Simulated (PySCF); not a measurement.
# C₄H₈Cl₂OSi: electronic excitations

Wanted: the electronic excitations of C₄H₈Cl₂OSi (`O=C(CCCl)[SiH2]CCl`), by calculation.

Programs: PySCF 2.14.0, with density-fitted response routines of our own. Each step states its level of theory. These are calculated values for one molecule in the gas phase, unless marked as measured. Atoms count from 0, in the outputs and in this text.

### Step 1. The starting structure

16 atoms, charge 0, multiplicity 1; geometry from: GFN2-xTB.

Bonds of the start (Å): O0–C1 1.21, C1–C2 1.51, C2–C3 1.52, C3–Cl4 1.78, C1–Si5 1.93, Si5–C6 1.91, C6–Cl7 1.79, C2–H8 1.09, C2–H9 1.09, C3–H10 1.09, C3–H11 1.09, Si5–H12 1.47, Si5–H13 1.46, C6–H14 1.09, C6–H15 1.09.

### Step 2. TDDFT and polarisability: B3LYP/def2-SVPD

Job settings and geometry (Å):

```
{"job": {"kind": "uv", "xc": "B3LYP", "basis": "def2-SVPD", "nstates": 8, "ntriplets": 3}, "charge": 0, "multiplicity": 1}
O      1.148870     1.914509     0.125246
C      0.452870     0.944628    -0.062734
C      0.972221    -0.468127     0.074350
C      2.448986    -0.509530     0.423271
Cl     3.010466    -2.197603     0.551601
Si    -1.384986     1.191183    -0.605349
C     -2.395516    -0.371866    -0.158052
Cl    -2.294558    -0.636079     1.611823
H      0.783435    -0.989643    -0.867654
H      0.381903    -0.967554     0.846855
H      3.047281    -0.024989    -0.348184
H      2.637598    -0.029117     1.382834
H     -1.403713     1.348117    -2.062929
H     -1.922161     2.347879     0.100645
H     -2.039654    -1.284929    -0.630195
H     -3.450641    -0.257936    -0.392939
```

Level: TDDFT B3LYP/def2-SVPD, vertical, gas phase, core orbitals frozen in the response.

On the command line:

```bash
OMP_NUM_THREADS=1 python probes_run.py task.json out
```

The driver reads the jobs from task.json and runs them one after another.

What it wrote:

```text
coarse grid: 15264 points
cycle   1  E = -1441.5676395489  dE =  7.165e-01  |g| = 7.770e-01  |ddm| = 5.573e+00
cycle   2  E = -1440.9819953475  dE =  5.856e-01  |g| = 1.845e+00  |ddm| = 2.695e+00
cycle   3  E = -1441.6920332154  dE = -7.100e-01  |g| = 1.504e-01  |ddm| = 2.026e+00
cycle   4  E = -1441.6966288984  dE = -4.596e-03  |g| = 7.329e-02  |ddm| = 3.653e-01
cycle   5  E = -1441.6978998418  dE = -1.271e-03  |g| = 1.544e-02  |ddm| = 1.311e-01
cycle   6  E = -1441.6979528702  dE = -5.303e-05  |g| = 4.964e-03  |ddm| = 2.872e-02
cycle   7  E = -1441.6979587677  dE = -5.898e-06  |g| = 1.710e-03  |ddm| = 8.663e-03
final grid: 134440 points
cycle   8  E = -1441.8744828557  dE = -3.496e-05  |g| = 6.539e-03  |ddm| = 1.330e-01
cycle   9  E = -1441.8744565148  dE =  2.634e-05  |g| = 1.304e-02  |ddm| = 2.248e-02
cycle  10  E = -1441.8744917288  dE = -3.521e-05  |g| = 1.701e-03  |ddm| = 1.446e-02
cycle  11  E = -1441.8744923269  dE = -5.981e-07  |g| = 2.676e-04  |ddm| = 2.195e-03
cycle  12  E = -1441.8744923460  dE = -1.906e-08  |g| = 7.665e-05  |ddm| = 7.470e-04
cycle  13  E = -1441.8744923474  dE = -1.457e-09  |g| = 2.358e-05  |ddm| = 1.669e-04
cycle  14  E = -1441.8744923476  dE = -1.355e-10  |g| = 4.311e-06  |ddm| = 4.589e-05
converged SCF energy = -1441.8744923476

Static polarisability (au): isotropic 106.680, principal 91.163 106.645 122.232

Singlet excitations
state   eV       nm        f      main configurations
  1   3.5337    350.9   0.00149   H->L 0.98
  2   5.6233    220.5   0.01107   H->L+1 0.94
  3   5.6651    218.9   0.00339   H-2->L 0.51, H-1->L 0.43
  4   5.8047    213.6   0.00004   H-1->L 0.53, H-2->L 0.46
  5   5.9056    209.9   0.00006   H-3->L 0.96
  6   6.0681    204.3   0.00183   H->L+2 0.92
  7   6.1234    202.5   0.00020   H-4->L 0.98
  8   6.3408    195.5   0.00603   H->L+3 0.87

Triplet excitations (Tamm-Dancoff, eV): 2.9066 5.4785 5.5629
```

Run time: 95 s. Hardware: 1 thread of Arm Neoverse V1, shared host; peak memory 0.98 GiB.

The orbitals next to the gap, with their largest atomic shares:

| orbital | eV | atoms |
| --- | --- | --- |
| HOMO−3 | -8.53 | Cl4 69 %, C3 10 %, O0 5 % |
| HOMO−2 | -8.34 | Cl7 36 %, Cl4 34 %, C6 10 % |
| HOMO−1 | -8.32 | Cl4 48 %, Cl7 24 %, C3 8 % |
| HOMO | -7.02 | O0 47 %, C1 16 %, Si5 11 % |
| LUMO | -1.82 | C1 38 %, O0 33 %, Si5 10 % |
| LUMO+1 | -0.59 | Cl7 36 %, C6 20 %, Si5 16 % |
| LUMO+2 | -0.09 | Si5 19 %, Cl4 12 %, Cl7 9 % |

With each of the 8 states as a Gaussian band of 0.4 eV half-width at 1/e, the curve within the window shown has maxima at 351 nm (ε 60), 219 nm (ε 630) L/(mol cm). Beyond the last state computed it falls off for lack of states. The curve at chosen wavelengths:

```tsv
nm	ε (L/mol/cm)
187	151
196	326
206	438
215	600
225	555
234	302
243	106
253	22
262	4
272	1
281	1
290	2
300	6
309	14
319	27
328	41
337	53
347	60
356	59
366	53
375	44
384	34
394	24
403	17
413	10
422	7
```

Leading natural transition orbitals of singlet state 2: the hole lies on O0 49 %; C1 14 %; Si5 11 %; the particle on Cl7 27 %; C6 16 %; H12 14 %.

Leading natural transition orbitals of singlet state 1: the hole lies on O0 56 %; C1, C2 about 11 % each; Si5 10 %; the particle on C1 48 %; O0 31 %.

Ground-state properties from the same run:

| property | computed |
| --- | --- |
| dipole moment (D) | 3.17 |
| polarisability (Å³) | 15.81 |
| HOMO–LUMO gap (eV) | 5.20 |
| −ε(HOMO) (eV) | 7.02 |

Orbitals, density, ELF and potential are computed afterwards from the orbital file.

Frontier orbitals at B3LYP/def2-SVPD, with the share of their density that lies nearest to each atom:

| orbital | energy (eV) | lies on |
| --- | --- | --- |
| HOMO | -7.02 | O0 49 %; C1 14 %; Si5 11 % |
| LUMO | -1.82 | C1 45 %; O0 29 % |

ELF in a plane through or near 7 of the atoms.

Values, 10 rows by 14 columns:
```
0.00 0.00 0.00 0.00 0.00 0.00 0.00 0.00 0.00 0.00 0.00 0.00 0.00 0.00
0.00 0.00 0.00 0.00 0.00 0.02 0.10 0.03 0.00 0.00 0.00 0.00 0.00 0.00
0.00 0.00 0.00 0.00 0.02 0.44 0.67 0.26 0.02 0.16 0.15 0.01 0.00 0.00
0.00 0.00 0.01 0.45 0.04 0.41 0.80 0.51 0.26 0.23 0.50 0.03 0.00 0.00
0.00 0.00 0.02 0.84 0.76 0.31 0.84 0.84 0.11 0.48 0.29 0.01 0.00 0.00
0.00 0.07 0.26 0.42 0.33 0.56 0.24 0.07 0.38 0.94 0.74 0.85 0.06 0.00
0.00 0.55 0.91 0.33 0.49 0.22 0.83 0.08 0.26 0.62 0.86 0.99 0.21 0.00
0.00 0.29 0.78 0.66 0.80 0.02 0.17 0.00 0.04 0.27 0.11 0.19 0.00 0.00
0.00 0.00 0.10 0.37 0.35 0.00 0.00 0.00 0.00 0.00 0.00 0.00 0.00 0.00
0.00 0.00 0.00 0.00 0.00 0.00 0.00 0.00 0.00 0.00 0.00 0.00 0.00 0.00
```
The map spans 12.1 Å across and 9.3 Å up, centred on the molecule. Atoms in the plane (x, y in Å): C1 (-0.2, 1.0), C2 (-1.0, -0.2), C3 (-2.5, 0.0), Cl4 (-3.4, -1.5), Si5 (1.7, 1.0), C6 (2.3, -0.8), H15 (3.4, -0.9).

log10 of the density (e/Å³) in the same plane.

Values, 10 rows by 14 columns:
```
-4.0 -4.0 -4.0 -4.0 -4.0 -4.0 -3.8 -3.8 -4.0 -4.0 -4.0 -4.0 -4.0 -4.0
-4.0 -4.0 -4.0 -4.0 -3.4 -2.4 -2.0 -2.4 -2.9 -2.8 -3.0 -3.8 -4.0 -4.0
-4.0 -4.0 -4.0 -3.2 -2.3 -1.1 -0.6 -1.3 -1.8 -1.6 -1.9 -2.8 -4.0 -4.0
-4.0 -4.0 -2.8 -1.7 -1.5 -0.7  0.1 -0.3 -0.6 -0.4 -0.9 -2.3 -3.6 -4.0
-3.8 -3.3 -2.0 -0.5 -0.1 -0.5  0.2  0.0 -0.1  0.8 -0.8 -2.1 -3.3 -4.0
-3.4 -2.3 -1.2 -0.3  0.9  0.3  0.3 -0.9 -0.7  0.1 -0.2 -1.1 -2.5 -4.0
-3.1 -1.5 -0.1  1.1 -0.3 -0.7 -0.4 -1.4 -0.9  0.2  0.1 -0.7 -2.3 -3.9
-3.3 -1.7 -0.4  0.2 -0.6 -1.7 -1.8 -2.2 -1.5 -0.9 -1.2 -1.9 -3.0 -4.0
-3.9 -3.0 -1.9 -1.4 -1.8 -2.8 -3.3 -3.3 -2.8 -2.5 -2.7 -3.4 -4.0 -4.0
-4.0 -4.0 -3.7 -3.4 -3.5 -3.9 -4.0 -4.0 -3.9 -3.8 -4.0 -4.0 -4.0 -4.0
```
The map spans 12.1 Å across and 9.3 Å up, centred on the molecule. Atoms in the plane (x, y in Å): C1 (-0.2, 1.0), C2 (-1.0, -0.2), C3 (-2.5, 0.0), Cl4 (-3.4, -1.5), Si5 (1.7, 1.0), C6 (2.3, -0.8), H15 (3.4, -0.9).

On the surface of density 0.002 e/bohr³ the electrostatic potential runs, from the 1st to the 99th percentile, from -1.28 V near O0 to 1.60 V near H8.

### Step 3. What came out

```
                                quantity                        value
        lowest singlet (B3LYP/def2-SVPD)  3.53 eV (351 nm), f = 0.001
brightest single state of those computed  state 2, 5.62 eV, f = 0.011
                          lowest triplet                      2.91 eV
   surface potential, 1st and 99th percentile           -1.28 V and 1.60 V
```

In words: The first singlet state (HOMO→LUMO 0.98) lies at 3.53 eV and is weak; of the 8 states computed, the strongest absorption comes from state 2 at 5.62 eV. The lowest triplet lies 0.63 eV below the lowest singlet (triplets in Tamm-Dancoff, singlets in full TDDFT). At B3LYP/def2-SVPD, counted by nearest atom on the grid, the HOMO lies on O0 49 %; C1 14 %, the LUMO on C1 45 %; O0 29 %.
